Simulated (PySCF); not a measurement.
**One shape, several levels: AsH3 (SMILES [AsH3])**

Aim: a comparison of 6 runs (HF/STO-3G, HF/3-21G, HF/pcseg-1, B3LYP/6-31G*, PBE0/def2-SVP, r2SCAN/def2-TZVP) of AsH3. 

The calculation is run with PySCF 2.14.0.

**1. The molecule**

The species is AsH3 (4 atoms), meant as a singlet with charge 0. As SMILES, `[AsH3]`. The coordinates come from a PBE0-D4/def2-TZVP relaxation.

Bond lengths: As1–H2 1.522 Å, As1–H3 1.522 Å, As1–H4 1.522 Å. Angles: H2–As1–H3 92.0°, H2–As1–H4 92.0°, H3–As1–H4 92.0°.

**2. Energy and forces at HF/STO-3G (run 1)**

The input, input.py:

```python
import pyscf.grad
from pyscf import gto, scf

mol = gto.Mole()
mol.atom = '''
As    -0.215800     0.487600    -0.346000
H      0.349900     0.630300     1.059400
H     -1.068000    -0.705500     0.061100
H      0.933900    -0.412500    -0.774500
'''
mol.max_memory = 1860
mol.basis = 'sto-3g'
mol.spin = 0
mol.verbose = 4
mol.build()

mf = scf.RHF(mol)
mf.conv_tol = 1e-10
mf.kernel()
if not mf.converged:
    mf = mf.newton().run(mf.mo_coeff, mf.mo_occ)

e_final = mf.e_tot
print('E = %.10f Eh' % e_final)
grad = mf.Gradients().kernel()
mf.analyze()
```

Launch:

```bash
$ OMP_NUM_THREADS=1 python input.py
```

Log:

```text
PySCF version 2.14.0

[INPUT] num. atoms = 4
[INPUT] num. electrons = 36
[INPUT] charge = 0
[INPUT] spin (= nelec alpha-beta = 2S) = 0
[INPUT] symmetry False subgroup None
[INPUT] Mole.unit = angstrom
[INPUT] Symbol           X                Y                Z      unit          X                Y                Z       unit  Magmom
[INPUT]  1 As    -0.215800000000   0.487600000000  -0.346000000000 AA   -0.407802897681   0.921430458338  -0.653845239100 Bohr   0.0
[INPUT]  2 H      0.349900000000   0.630300000000   1.059400000000 AA    0.661215170985   1.191094376313   2.001975856364 Bohr   0.0
[INPUT]  3 H     -1.068000000000  -0.705500000000   0.061100000000 AA   -2.018227501035  -1.333201780881   0.115462266211 Bohr   0.0
[INPUT]  4 H      0.933900000000  -0.412500000000  -0.774500000000 AA    1.764815227731  -0.779512026383  -1.463592883476 Bohr   0.0

nuclear repulsion = 35.1531779532257
number of shells = 11
number of NR pGTOs = 63
number of NR cGTOs = 21
basis = sto-3g
ecp = {}

[... 33 lines left out ...]
converged SCF energy = -2211.00798932087
[... 13 lines left out ...]
Nuclear Repulsion Energy =              35.153177953225651
[... 1 line left out ...]
Two-electron Energy =                  924.617424035658587
[... 1 line left out ...]
DFT Exchange-Correlation Energy =      -83.665578725020055
[... 3 lines left out ...]
MO #2   energy= -54.4574988550213  occ= 2
[... 1 line left out ...]
MO #4   energy= -49.3555788945175  occ= 2
[... 1 line left out ...]
MO #6   energy= -7.31999683657679  occ= 2
[... 1 line left out ...]
MO #8   energy= -5.25802032349433  occ= 2
[... 1 line left out ...]
MO #10  energy= -1.13680066240506  occ= 2
MO #11  energy= -1.13680047176659  occ= 2
MO #12  energy= -1.13057688547561  occ= 2
MO #13  energy= -1.13057671209759  occ= 2
MO #14  energy= -1.12743561894537  occ= 2
MO #15  energy= -0.750240395808027 occ= 2
MO #16  energy= -0.436915340158223 occ= 2
MO #17  energy= -0.436910413545133 occ= 2
MO #18  energy= -0.290559681658639 occ= 2
MO #19  energy= 0.407914201119743  occ= 0
MO #20  energy= 0.407922458861818  occ= 0
MO #21  energy= 0.591357767617665  occ= 0
 ** Mulliken pop on meta-lowdin orthogonal AOs  **
 ** Mulliken pop  **
pop of  0 As 1s           2.00000
pop of  0 As 2s           1.99995
pop of  0 As 3s           2.00000
pop of  0 As 4s           1.60672
pop of  0 As 2px          2.00000
pop of  0 As 2py          2.00000
pop of  0 As 2pz          2.00000
pop of  0 As 3px          1.99912
pop of  0 As 3py          1.99923
pop of  0 As 3pz          1.99917
pop of  0 As 4px          0.92261
pop of  0 As 4py          1.17570
pop of  0 As 4pz          1.01943
pop of  0 As 3dxy         1.99431
pop of  0 As 3dyz         1.99885
pop of  0 As 3dz^2        1.99566
pop of  0 As 3dxz         1.99730
pop of  0 As 3dx2-y2      1.99946
pop of  1 H 1s            1.09751
pop of  2 H 1s            1.09751
pop of  3 H 1s            1.09750
 ** Mulliken atomic charges  **
charge of    0As =      0.29252
charge of    1H =     -0.09751
charge of    2H =     -0.09751
charge of    3H =     -0.09750
Dipole moment(X, Y, Z, Debye):  0.28601, -0.64632,  0.45857
```

Wall time 2.2 s (1 thread of Intel Xeon at 2.50GHz (Skylake/Cascade Lake), shared host); peak memory 0.12 GiB.

**3. Energy and gradient at HF/3-21G (run 2)**

The input, run.py:

```python
from pyscf import gto, scf

mol = gto.Mole()
mol.atom = '''
As    -0.215800     0.487600    -0.346000
H      0.349900     0.630300     1.059400
H     -1.068000    -0.705500     0.061100
H      0.933900    -0.412500    -0.774500
'''
mol.verbose = 4
mol.max_memory = 1860
mol.charge = 0
mol.basis = '3-21g'
mol.build()

mf = scf.RHF(mol)
mf.conv_tol = 1e-10
mf.kernel()
if not mf.converged:
    mf = mf.newton().run(mf.mo_coeff, mf.mo_occ)

energy = mf.e_tot
print('E = %.10f Eh' % energy)
grad = mf.nuc_grad_method().kernel()
mf.analyze()
```

Launch:

```bash
$ OMP_NUM_THREADS=1 python run.py
```

Log:

```text
PySCF version 2.14.0

[INPUT] num. atoms = 4
[INPUT] num. electrons = 36
[INPUT] charge = 0
[INPUT] spin (= nelec alpha-beta = 2S) = 0
[INPUT] symmetry False subgroup None
[INPUT] Mole.unit = angstrom
[INPUT] Symbol           X                Y                Z      unit          X                Y                Z       unit  Magmom
[INPUT]  1 As    -0.215800000000   0.487600000000  -0.346000000000 AA   -0.407802897681   0.921430458338  -0.653845239100 Bohr   0.0
[INPUT]  2 H      0.349900000000   0.630300000000   1.059400000000 AA    0.661215170985   1.191094376313   2.001975856364 Bohr   0.0
[INPUT]  3 H     -1.068000000000  -0.705500000000   0.061100000000 AA   -2.018227501035  -1.333201780881   0.115462266211 Bohr   0.0
[INPUT]  4 H      0.933900000000  -0.412500000000  -0.774500000000 AA    1.764815227731  -0.779512026383  -1.463592883476 Bohr   0.0

nuclear repulsion = 35.1531779532257
number of shells = 16
number of NR pGTOs = 63
number of NR cGTOs = 28
basis = 3-21g
ecp = {}

[... 35 lines left out ...]
converged SCF energy = -2225.12808032484
[... 14 lines left out ...]
One-electron Energy =                -3176.133000153979992
[... 2 lines left out ...]
DFT Exchange-Correlation Energy =      -82.576809745778860
[... 4 lines left out ...]
MO #3   energy= -49.7090008547008  occ= 2
[... 2 lines left out ...]
MO #6   energy= -7.9704758430444   occ= 2
[... 2 lines left out ...]
MO #9   energy= -5.7910668210826   occ= 2
[... 2 lines left out ...]
MO #12  energy= -2.01817037129372  occ= 2
[... 2 lines left out ...]
MO #15  energy= -0.837768710602968 occ= 2
[... 2 lines left out ...]
MO #18  energy= -0.376141155533444 occ= 2
[... 2 lines left out ...]
MO #21  energy= 0.266475688248454  occ= 0
[... 2 lines left out ...]
MO #24  energy= 0.581323278122797  occ= 0
MO #25  energy= 0.69977891765372   occ= 0
MO #26  energy= 1.23080760043267   occ= 0
MO #27  energy= 1.27196550008642   occ= 0
MO #28  energy= 1.27196835731191   occ= 0
 ** Mulliken pop on meta-lowdin orthogonal AOs  **
 ** Mulliken pop  **
pop of  0 As 1s           2.00000
pop of  0 As 2s           1.99997
pop of  0 As 3s           1.99974
pop of  0 As 4s           1.57332
pop of  0 As 5s           0.00272
pop of  0 As 2px          1.99998
pop of  0 As 2py          1.99998
pop of  0 As 2pz          1.99998
pop of  0 As 3px          1.99983
pop of  0 As 3py          1.99985
pop of  0 As 3pz          1.99984
pop of  0 As 4px          0.95161
pop of  0 As 4py          1.22344
pop of  0 As 4pz          1.05560
pop of  0 As 5px          0.01132
pop of  0 As 5py          0.00688
pop of  0 As 5pz          0.00962
pop of  0 As 3dxy         1.99807
pop of  0 As 3dyz         1.99960
pop of  0 As 3dz^2        1.99853
pop of  0 As 3dxz         1.99908
pop of  0 As 3dx2-y2      1.99981
pop of  1 H 1s            1.05505
pop of  1 H 2s            0.00203
pop of  2 H 1s            1.05505
pop of  2 H 2s            0.00203
pop of  3 H 1s            1.05505
pop of  3 H 2s            0.00203
 ** Mulliken atomic charges  **
charge of    0As =      0.17124
charge of    1H =     -0.05708
charge of    2H =     -0.05708
charge of    3H =     -0.05708
Dipole moment(X, Y, Z, Debye):  0.18505, -0.41829,  0.29679
```

It took 2.3 s on 1 thread of Intel Xeon at 2.50GHz (Skylake/Cascade Lake), shared host; peak memory 0.12 GiB.

Runs 3 to 5 aren't shown in full; the table further down has their settings and results.

**4. Energy and forces at r2SCAN/def2-TZVP (run 6)**

The input, job.py:

```python
from pyscf import gto, dft

system = gto.Mole()
system.atom = [
    ('As', (-0.215800, 0.487600, -0.346000)),
    ('H', (0.349900, 0.630300, 1.059400)),
    ('H', (-1.068000, -0.705500, 0.061100)),
    ('H', (0.933900, -0.412500, -0.774500)),
]
system.max_memory = 1860
system.verbose = 4
system.basis = 'def2-tzvp'
system.spin = 0
system.build()

ks = dft.RKS(system)
ks.xc = 'r2scan'
ks.conv_tol = 1e-10
ks.grids.level = 5
ks.kernel()
if not ks.converged:
    ks = ks.newton().run(ks.mo_coeff, ks.mo_occ)

e_final = ks.e_tot
print('E = %.10f Eh' % e_final)
grad = ks.nuc_grad_method().kernel()
dip = ks.dip_moment()
pop, q = ks.mulliken_pop()
```

Launch:

```bash
$ OMP_NUM_THREADS=1 python job.py
```

Log:

```text
PySCF version 2.14.0

[INPUT] num. atoms = 4
[INPUT] num. electrons = 36
[INPUT] charge = 0
[INPUT] spin (= nelec alpha-beta = 2S) = 0
[INPUT] symmetry False subgroup None
[INPUT] Mole.unit = angstrom
[INPUT] Symbol           X                Y                Z      unit          X                Y                Z       unit  Magmom
[INPUT]  1 As    -0.215800000000   0.487600000000  -0.346000000000 AA   -0.407802897681   0.921430458338  -0.653845239100 Bohr   0.0
[INPUT]  2 H      0.349900000000   0.630300000000   1.059400000000 AA    0.661215170985   1.191094376313   2.001975856364 Bohr   0.0
[INPUT]  3 H     -1.068000000000  -0.705500000000   0.061100000000 AA   -2.018227501035  -1.333201780881   0.115462266211 Bohr   0.0
[INPUT]  4 H      0.933900000000  -0.412500000000  -0.774500000000 AA    1.764815227731  -0.779512026383  -1.463592883476 Bohr   0.0

nuclear repulsion = 35.1531779532257
number of shells = 28
number of NR pGTOs = 127
number of NR cGTOs = 66
basis = def2-tzvp
ecp = {}

[... 52 lines left out ...]
converged SCF energy = -2237.64898772936
[... 12 lines left out ...]
Dipole moment(X, Y, Z, Debye):  0.12732, -0.28781,  0.20421
[... 32 lines left out ...]
pop of  0 As 5dxy         0.02854
pop of  0 As 5dyz         0.01654
pop of  0 As 5dz^2        0.02522
pop of  0 As 5dxz         0.02031
pop of  0 As 5dx2-y2      0.01518
pop of  0 As 6dxy         0.02753
pop of  0 As 6dyz         0.00849
pop of  0 As 6dz^2        0.02274
pop of  0 As 6dxz         0.01379
pop of  0 As 6dx2-y2      0.00683
pop of  0 As 4f-3         0.00128
pop of  0 As 4f-2         0.00124
pop of  0 As 4f-1         0.00042
pop of  0 As 4f+0         0.00203
pop of  0 As 4f+1         0.00211
pop of  0 As 4f+2         0.00032
pop of  0 As 4f+3         0.00189
pop of  1 H 1s            0.23335
pop of  1 H 2s            0.52168
pop of  1 H 3s            0.17196
pop of  1 H 2px           0.00318
pop of  1 H 2py           0.00304
pop of  1 H 2pz           0.00762
pop of  2 H 1s            0.23336
pop of  2 H 2s            0.52168
pop of  2 H 3s            0.17196
pop of  2 H 2px           0.00416
pop of  2 H 2py           0.00664
pop of  2 H 2pz           0.00304
pop of  3 H 1s            0.23335
pop of  3 H 2s            0.52168
pop of  3 H 3s            0.17197
pop of  3 H 2px           0.00570
pop of  3 H 2py           0.00508
pop of  3 H 2pz           0.00304
 ** Mulliken atomic charges  **
charge of    0As =     -0.17751
charge of    1H =      0.05917
charge of    2H =      0.05917
charge of    3H =      0.05917
```

Run time: 25 s. Hardware: 1 thread of Intel Xeon at 2.50GHz (Skylake/Cascade Lake), shared host; peak memory 0.67 GiB.

**5. All runs side by side**

| run | level | integration grid | energy (Eh) | dipole moment (D) | HOMO energy (eV) | LUMO energy (eV) | wall time |
| --- | --- | --- | --- | --- | --- | --- | --- |
| 1 | HF/STO-3G | – | -2211.007989 | 0.84 | -7.91 | 11.10 | 2.2 s |
| 2 | HF/3-21G | – | -2225.128080 | 0.55 | -10.24 | 4.31 | 2.3 s |
| 3 | HF/pcseg-1 | – | -2235.636318 | 0.49 | -10.41 | 4.05 | 6.6 s |
| 4 | B3LYP/6-31G* (spherical functions) | 5 | -2237.412872 | 0.57 | -7.54 | 0.68 | 12 s |
| 5 | PBE0/def2-SVP | 5 | -2237.107385 | 0.51 | -7.76 | 0.85 | 13 s |
| 6 | r2SCAN/def2-TZVP | 5 | -2237.648988 | 0.38 | -6.98 | 0.09 | 25 s |

**6. Summary of results**

| quantity | value |
| --- | --- |
| run 6: total energy | -2237.64899 Eh |
| run 6: dipole moment | 0.38 D |
| run 6: HOMO energy | -6.98 eV |
| run 6: LUMO energy | 0.09 eV |
| run 6: HOMO–LUMO gap | 7.06 eV |
| run 6: largest force on an atom | 0.040 eV/Å |

What this shows: The dipole moment (its size) runs from 0.38 D (r2SCAN/def2-TZVP) to 0.84 D (HF/STO-3G). The two ends differ in method and basis. The HOMO–LUMO gap runs from 7.06 eV (r2SCAN/def2-TZVP) to 19.01 eV (HF/STO-3G). Totals of different functionals can't be ranked against each other. In run 1 the basis is minimal, so the values are rough. All runs together took 62 s, the longest 25 s.
